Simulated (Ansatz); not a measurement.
**GaH2 (doublet): B2PLYP, RPA-PBE over a scan of the scale of all distances, aug-cc-pVDZ**

How well do these functionals follow the top wave-function level for GaH2 (doublet) over a scan of the scale of all distances?

Computed with Ansatz 0.2.0, Gaussian basis. Level: aug-cc-pVDZ, all electrons in the functionals, frozen cores in the correlation of double hybrids and RPA.

Plan: B2PLYP, RPA-PBE, at 0.887; 1.000; 1.138; 1.312; 1.526; 1.738; 2.022; 2.406.

18 further runs of the same task are left out: 1 for a known fault of the program, 14 that didn't finish, 3 set aside as unsound or not needed.

### Step 1. What is computed

The geometry derives from a PBE0/def2-TZVP stationary point (not a proven minimum). All distances are scaled together. No spin-orbit coupling is included. The filled d shell of Ga may be among the frozen orbitals whatever the setting's name suggests; the logs give the count.

3 atoms, charge 0, spin multiplicity 2.

Atoms are counted from 1 here; the program's logs count them from 0.

Bond lengths: Ga1–H2 1.593 Å, Ga1–H3 1.593 Å. Angles: H2–Ga1–H3 120.5°.

No dispersion term is added.

The geometry shown and the zero of energy belong to the point 1.000. The yardstick, FCI, and other wave-function levels (R restricted, U unrestricted, valence and pair active spaces) come from earlier runs.

### Step 2. B2PLYP, 0.887

Input file in.yaml:

```yaml
crystal:
  periodic: [false, false, false]
  atoms:
    - {symbol: Ga, position_ang: [0.000000, -0.019717, 0.000000]}
    - {symbol: H, position_ang: [0.000000, 0.681965, -1.226820]}
    - {symbol: H, position_ang: [0.000000, 0.681965, 1.226820]}
basis:
  gaussian: {orbitals: aug-cc-pVDZ}
magnetization: {spin_polarized: true, initial_magnetization: 1}
hamiltonian: {xc: {name: B2PLYP}}
correlation: {electrons: outside_noble_gas}
```

Run with:

```sh
$ ansatz run in.yaml --threads 1 --pin off --events-out ev --progress --plain --max-ram 2393MiB
```

The runs that follow: B2PLYP, 1.000; B2PLYP, 1.138; B2PLYP, 1.312; B2PLYP, 1.526; B2PLYP, 1.738; B2PLYP, 2.022; B2PLYP, 2.406; RPA-PBE, 0.887; RPA-PBE, 1.000; RPA-PBE, 1.138; RPA-PBE, 1.312; RPA-PBE, 1.526; RPA-PBE, 1.738; RPA-PBE, 2.022; RPA-PBE, 2.406.

**Question.** What will the summary of the whole plan be? Wanted: span of the FCI curve; largest miss, B2PLYP; largest miss, RPA-PBE.

As calculated:

```
             quantity                 value
span of the FCI curve          416.6 kJ/mol
 largest miss, B2PLYP  +13.2 kJ/mol (1.738)
largest miss, RPA-PBE  -29.6 kJ/mol (2.022)
```

What this shows: Of the functionals, B2PLYP keep the smallest largest miss at the points compared (at most 13.2 kJ/mol) and RPA-PBE strays most (29.6 kJ/mol, at 2.022). B2PLYP, RPA-PBE clearly break the spin symmetry at some points (⟨S²⟩ up to 0.81 above the pure value), so energy there is bought with a mixed spin. Functionals and the yardstick converge differently with the basis, so part of each miss in aug-cc-pVDZ is the basis.
